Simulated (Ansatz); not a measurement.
**BGeH₃ (singlet): wave-function methods side by side at distance B2–H5 = 1.341 Å, cc-pVTZ**

The task here is to estimate one member of a computed series from the others.

Program: Ansatz 0.2.0, Gaussian basis. Level of theory: cc-pVTZ, core rule «outside noble gas», up to 15 orbitals frozen. These are calculated values, not measurements.

To be run: UHF; CCSD(T) on RHF; CCSD(T) on UHF; BCCD(T) on RHF; CCSDT(Q) on RHF; CCSDT(Q) on UHF; CASSCF and NEVPT2, 2 electrons in 2 orbitals.

## The geometry

The geometry derives from a PBE0/def2-TZVP stationary point (not a proven minimum). One bond is set to the value named and the two fragments are kept rigid. No spin-orbit coupling is included. The filled d shell of Ge may be among the frozen orbitals whatever the setting's name suggests.

5 atoms, charge 0, spin multiplicity 1.

Atoms are counted from 1 here; the program's logs count them from 0.

Bond lengths: Ge1–B2 1.949 Å, Ge1–H3 1.780 Å, B2–H3 1.366 Å, B2–H4 1.203 Å, B2–H5 1.341 Å. Angles: B2–Ge1–H3 42.7°, Ge1–B2–H3 62.0°, Ge1–B2–H4 120.1°, Ge1–B2–H5 120.1°, H3–B2–H4 106.0°, H3–B2–H5 106.0°, H4–B2–H5 119.4°, Ge1–H3–B2 75.3°.

The first run:

Input file in.yaml:

```yaml
crystal:
  periodic: [false, false, false]
  atoms:
    - {symbol: Ge, position_ang: [-0.002147, -0.001391, 0.319471]}
    - {symbol: B, position_ang: [-0.066516, -0.001392, -1.628413]}
    - {symbol: H, position_ang: [1.160765, -0.001390, -1.028079]}
    - {symbol: H, position_ang: [-0.141970, -1.040105, -2.230111]}
    - {symbol: H, position_ang: [-0.150642, 1.156695, -2.299262]}
basis:
  gaussian: {orbitals: cc-pVTZ}
magnetization: {spin_polarized: true, initial_magnetization: 0}
hamiltonian: {xc: hf}
output: {orbitals: {seedname: orbitals}}
```

The run is started by

```console
$ ansatz run in.yaml --threads 1 --pin off --events-out ev --progress --plain --max-ram 2816MiB --backend cpu
```

Steps of the session up to this table: UHF; CCSD(T) on RHF; CCSD(T) on UHF; BCCD(T) on RHF; CCSDT(Q) on RHF; CCSDT(Q) on UHF; CASSCF and NEVPT2, 2 electrons in 2 orbitals.

One of the session's tables, all rows but one given; the rest of the session is left out.

```
     method  from RCCSDT(Q) (kJ/mol)
        RHF                   +680.6
        UHF                   +679.5
       RMP2                   +117.1
      RCCSD                    +31.9
   RCCSD(T)                     +4.4
    BCCD(T)                     +4.2
     RCCSDT                     +1.5
  RCCSDT(Q)                        0
CASSCF pair                   +638.1
NEVPT2 pair                        ?
```

Q: Estimate the row for NEVPT2 pair from the others.

The run gave: from RCCSDT(Q) (kJ/mol): +120.9. In the column «from RCCSDT(Q) (kJ/mol)» it lies between RMP2 (+117.1) and CASSCF pair (+638.1).

Not comparable, so not listed: CCSD(T) on UHF; CCSDT(Q) on UHF (they don't share determinant, frozen orbitals or solution with the rows shown, or repeat one).

Caveats from the session: Warnings: restricted reference is unstable; spin contamination.
